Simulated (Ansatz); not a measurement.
Run this with the Python package of Ansatz (0.2.0) and show what comes out.

The script, `alcl3h2s.py`:
```python
"""Vertical ionisation energy of AlCl3H2S."""

import ansatz as az
from ase import Atoms


def total_energy(molecule, charge=0, unpaired=0):
    calc = (
        molecule.calculation()
        .basis(gaussian="def2-TZVP")  # atom-centred Gaussian functions
        .correlation("mp2")
    )
    if charge:
        calc = calc.charge(charge)
    if unpaired:
        calc = calc.spin("collinear", total=unpaired)
    return calc.run(threads=1, pin="off").report["free_energy_ev"]

atoms = Atoms(["S", "Al", "Cl", "Cl", "Cl", "H", "H"], positions=[
    (-0.6043, 0.8295, 0.9963),
    (0.3377, -0.6527, -0.3053),
    (1.6288, -1.9145, 0.9231),
    (-1.1214, -1.8998, -1.2751),
    (1.544, 0.363, -1.8728),
    (-1.8761, 1.2032, 0.4506),
    (0.1525, 2.0033, 1.0375),
])
mol = az.Crystal.molecule_from_ase(atoms)

# delta-SCF style differences, no relaxation
parent = total_energy(mol, 0, 0)
cation = total_energy(mol, 1, 1)
print(f"E(N)   = {parent:.5f} eV")
print(f"E(N-1) = {cation:.5f} eV  (1 unpaired)")
print(f"vertical ionisation energy {cation - parent:.3f} eV")
```

Output of `python alcl3h2s.py`:
```text
E(N)   = -54972.13237 eV
E(N-1) = -54961.16340 eV  (1 unpaired)
vertical ionisation energy 10.969 eV
```

At this unrelaxed geometry removing an electron costs 10.97 eV.

Total energies depend on the basis set; only differences at equal settings carry meaning. The geometry is a force-field or estimated start, not a minimum of this method, and the basis set is short of its limit. All parts are taken at fixed geometry, without zero-point energy. At an unrelaxed start these energies can be a whole eV from those at the minimum, and a small affinity can change sign. Hardware and time: 110 s on 1 thread of Arm Neoverse V2, with other jobs on the host, peak memory 0.67 GiB.
